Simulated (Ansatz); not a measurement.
Born–Oppenheimer molecular dynamics of a periodic cell of 28 atoms, MnAg₂O₄ (host MnAg2O4, host structure Pnma). It goes on from the last frame of an earlier run, with new velocities.

All numbers below come from DFT PBE-D3(BJ), scalar-relativistic, plane waves, PAW in Ansatz. Settings: cutoff 420 eV, k mesh 1x1x2, fermi-dirac smearing 0.05 eV, spin collinear.

```
ensemble                      : NVE (velocity Verlet)
time step                     : 1 fs
steps asked                   : 80
starting velocities drawn for : 2400 K
seed                          : 595778
```

First frame:

```xyz
28
Lattice="10.0980 0.0000 0.0000 0.0000 7.0589 0.0000 0.0000 0.0000 5.5287" Properties=species:S:1:pos:R:3
Mn 3.187 1.669 -0.059
Mn 1.859 5.316 2.942
Mn 8.103 1.649 2.507
Mn 6.876 5.383 5.489
Ag 6.661 1.607 0.003
Ag 8.684 5.329 2.672
Ag 1.321 1.545 2.675
Ag 3.595 5.507 5.644
Ag 5.118 3.527 2.904
Ag 0.200 3.663 -0.178
Ag -0.115 0.170 -0.055
Ag 5.003 0.036 3.114
O 8.748 1.579 4.091
O 6.540 4.882 1.489
O 3.852 1.773 3.977
O 1.262 5.207 1.422
O 6.508 1.718 2.740
O 8.522 5.459 5.212
O 1.442 1.589 0.040
O 3.517 5.286 2.831
O 8.907 2.864 1.754
O 6.033 3.978 4.815
O 4.110 0.490 0.823
O 1.117 6.621 3.696
O 1.249 3.938 3.609
O 3.692 3.063 0.575
O 6.145 6.637 4.782
O 8.561 0.329 1.692
```

(1) What does the run give?

(2) What happens to the structure?

(3) How do temperature and energy run in time?

Results:

(1) The run went to its last step.

```
steps done                                               : 80
time covered                                             : 80 fs
mean temperature over the second half                    : 1783 K
spread of the potential energy over the second half      : 31.2 meV per atom
mean potential energy of the second half above the start : 77.0 meV per atom
```

The conserved energy stayed within 0.42 meV per atom of its start (net change 0.14 meV per atom), so the integration is sound. A run of 0.08 ps of so small a system gives no equilibrium averages. No Hubbard correction was used and the magnetic state wasn't searched. Limits of this set-up: coarse k mesh.

(2) Mean squared displacements from the first frame to the last, about the centre of mass: Mn 0.27 Å², Ag 0.19 Å², O 0.53 Å². This is one draw of velocities; another would differ in detail.

(3) 
| time (fs) | T (K) | potential energy less start (eV) | conserved less start (meV/atom) |
| --- | --- | --- | --- |
| 0 | 2400 | 0.000 | 0.00 |
| 4 | 2360 | 0.144 | 0.11 |
| 8 | 2149 | 0.882 | 0.16 |
| 12 | 1874 | 1.844 | 0.23 |
| 16 | 1652 | 2.617 | 0.28 |
| 20 | 1571 | 2.900 | 0.26 |
| 24 | 1607 | 2.775 | 0.22 |
| 28 | 1681 | 2.513 | 0.19 |
| 32 | 1743 | 2.298 | 0.18 |
| 36 | 1781 | 2.167 | 0.21 |
| 40 | 1858 | 1.897 | 0.24 |
| 44 | 2035 | 1.278 | 0.15 |
| 48 | 2157 | 0.848 | -0.05 |
| 52 | 1944 | 1.594 | 0.07 |
| 56 | 1775 | 2.191 | 0.34 |
| 60 | 1955 | 1.552 | -0.09 |
| 64 | 1852 | 1.915 | 0.13 |
| 68 | 1642 | 2.653 | 0.24 |
| 72 | 1515 | 3.094 | 0.22 |
| 76 | 1430 | 3.389 | 0.13 |
| 80 | 1253 | 4.006 | 0.14 |

Time of the run: 25 min on 2 threads of Intel(R) Xeon(R) Platinum 8259CL CPU @ 2.50GHz (Skylake/Cascade Lake) (shared host), peak memory 1.1 GiB.
